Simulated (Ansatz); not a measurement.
# CH₅F₂NOSi: up Jacob's ladder to CCSD(T)

One table from this session's results is given with a row withheld; the runs are named, their logs left out.

Method: functionals in def2-TZVPP, the program's frozen cores in correlated methods; program: Ansatz 0.2.0, Gaussian basis.

The runs, in order: PBE-D4, r2SCAN-D4, PBE0-D4, B3LYP-D4, ωB97X-V, ωB97M-V, B2PLYP; CCSD(T)/def2-TZVPP; MP2/def2-QZVPP; extrapolation to the limit.

### The relaxed structure

An earlier PBE0-D4 in a triple-zeta def2 set relaxation fixed the geometry.

SMILES `N[SiH2]C(O)(F)F`, 11 atoms, charge 0, spin multiplicity 1.

Atoms are counted from 1 here; the program's logs count them from 0.

Bond lengths: N1–Si2 1.706 Å, N1–H7 1.007 Å, N1–H8 1.007 Å, Si2–C3 1.932 Å, Si2–H9 1.481 Å, Si2–H10 1.481 Å, C3–O4 1.354 Å, C3–F5 1.373 Å, C3–F6 1.375 Å, O4–H11 0.968 Å. Angles: Si2–N1–H7 120.2°, Si2–N1–H8 120.2°, H7–N1–H8 111.3°, N1–Si2–C3 114.2°, N1–Si2–H9 109.5°, N1–Si2–H10 109.8°, C3–Si2–H9 104.9°, C3–Si2–H10 105.6°, H9–Si2–H10 112.8°, Si2–C3–O4 111.6°, Si2–C3–F5 110.7°, Si2–C3–F6 110.9°, O4–C3–F5 109.8°, O4–C3–F6 109.5°, F5–C3–F6 104.1°, C3–O4–H11 108.9°.

The first run:

The input, in.yaml:

```yaml
crystal:
  periodic: [false, false, false]
  atoms:
    - {symbol: N, position_ang: [-1.396298, -0.784771, -1.086487]}
    - {symbol: Si, position_ang: [-0.280549, 0.478042, -0.823476]}
    - {symbol: C, position_ang: [0.892626, 0.195579, 0.685736]}
    - {symbol: O, position_ang: [0.198352, 0.082942, 1.842412]}
    - {symbol: F, position_ang: [1.804730, 1.216411, 0.787894]}
    - {symbol: F, position_ang: [1.665442, -0.926586, 0.502044]}
    - {symbol: H, position_ang: [-1.087628, -1.660315, -1.476614]}
    - {symbol: H, position_ang: [-2.168153, -0.918890, -0.453687]}
    - {symbol: H, position_ang: [0.621776, 0.590944, -1.992139]}
    - {symbol: H, position_ang: [-1.005339, 1.736565, -0.533371]}
    - {symbol: H, position_ang: [0.820539, -0.066820, 2.568286]}
basis:
  gaussian: {orbitals: def2-TZVPP}
hamiltonian: {xc: pbe, dispersion: d4}
output: {forces: true, orbitals: {seedname: orbitals}}
```

Launch:

```console
$ ansatz run in.yaml --threads 4 --pin off --events-out ev --progress --plain --max-ram 10444MiB
```

Steps of the session up to this table: PBE-D4 (GGA); r2SCAN-D4 (meta-GGA); PBE0-D4 (hybrid); B3LYP-D4 (hybrid); ωB97X-V (range-separated); ωB97M-V (range-separated); B2PLYP (double hybrid); CCSD(T) in def2-TZVPP; MP2 in def2-QZVPP.

One table of the session follows, with a row left open; its other results are not shown here.

| method | atomisation energy (kJ/mol) |
| --- | --- |
| PBE-D4 | 4086.3 |
| r2SCAN-D4 | 3982.8 |
| PBE0-D4 | 3965.1 |
| B3LYP-D4 | 3971.7 |
| ωB97X-V | ? |
| ωB97M-V | 4002.4 |
| B2PLYP | 3930.1 |
| HF/def2-TZVPP | 2703.6 |
| MP2/def2-TZVPP | 3958.4 |
| CCSD/def2-TZVPP | 3784.3 |
| CCSD(T)/def2-TZVPP | 3855.5 |
| MP2/CBS | 4088.7 |
| CCSD(T)/CBS | 3985.8 |

**Question.** Estimate the row for ωB97X-V.

**Answer.** atomisation energy (kJ/mol): 4005.9. In the column «atomisation energy (kJ/mol)» it lies between ωB97M-V (4002.4) and PBE-D4 (4086.3).

To keep in mind: Free atoms (1 N, 1 Si, 1 C, 1 O, 2 F, 5 H) were run apart at each level; the atomisation energy is their sum less the molecule, without zero-point or spin-orbit terms.
